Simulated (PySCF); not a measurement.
# AlF3: the cost of one run

The runs use PySCF 2.14.0; levels as typed in each script, gas phase, geometry from GFN2-xTB.

1 further run of the same task is left out (it didn't finish).

## (1) The system as given

SMILES `F[Al](F)F`, 4 atoms, charge 0, spin multiplicity 1.

Bond lengths: F1–Al2 1.631 Å, Al2–F3 1.631 Å, Al2–F4 1.631 Å. Angles: F1–Al2–F3 120.0°, F1–Al2–F4 120.0°, F3–Al2–F4 120.0°.

As a file:

```
F    -1.05523   -1.24409    0.00000
Al    0.00002    0.00000    0.00000
F    -0.54981    1.53589    0.00000
F     1.60502   -0.29180    0.00000
```

## (2) Response to an electric field (PBE/def2-svp)

File input.py:

```python
import numpy as np
from pyscf import gto, scf, dft
from pyscf.scf import atom_ks, atom_hf
from scipy.linalg import block_diag

def solve(mol, dm0=None, hcore=None):
    mf = (dft.UKS if mol.spin else dft.RKS)(mol, xc='pbe')
    mf.grids.level = 3
    mf = mf.density_fit(auxbasis='def2-universal-jkfit')
    mf.conv_tol, mf.max_cycle = 1e-8, 80
    if hcore is not None:
        mf.get_hcore = lambda *args: hcore
    mf.kernel(dm0)
    if not mf.converged:
        mf = mf.newton().run(mf.mo_coeff, mf.mo_occ, max_cycle=30)
    assert mf.converged, 'SCF not converged'
    return mf

mol = gto.M(atom='''
F     -1.05523    -1.24409     0.00000
Al     0.00002     0.00000     0.00000
F     -0.54981     1.53589     0.00000
F      1.60502    -0.29180     0.00000
''', basis='def2-svp', charge=0, spin=0, verbose=4)
field = np.array([0.01, 0.0, 0.0])  # atomic units
mol.set_common_orig(mol.atom_charges() @ mol.atom_coords() / mol.atom_charges().sum())
mf = solve(mol)
out = dict(dm0=mf.make_rdm1(), d0=mf.dip_moment(unit='AU'), e0=mf.e_tot)
for name, sign in (('p', 1), ('m', -1)):
    h = mf.get_hcore() + sign * np.einsum('x,xij->ij', field, mol.intor('int1e_r'))
    mi = solve(mol, mf.make_rdm1(), h)
    out.update({'dm' + name: mi.make_rdm1(), 'd' + name: mi.dip_moment(unit='AU'), 'e' + name: mi.e_tot})
# spherically averaged free atoms, for the promolecule
atm = atom_ks.get_atm_nrks(mol, xc='pbe')
pro = block_diag(*[(atm[a[0]][2] * atm[a[0]][3]) @ atm[a[0]][2].T for a in mol._atom])
np.savez('result.npz', pro=pro, **out)
```

Started as:

```bash
$ OMP_NUM_THREADS=1 python input.py
```

What time and memory should one allow on 1 thread of Intel Xeon 6975P-C (Granite Rapids), shared host?

About 5.5 s, with a peak of 0.26 GiB.
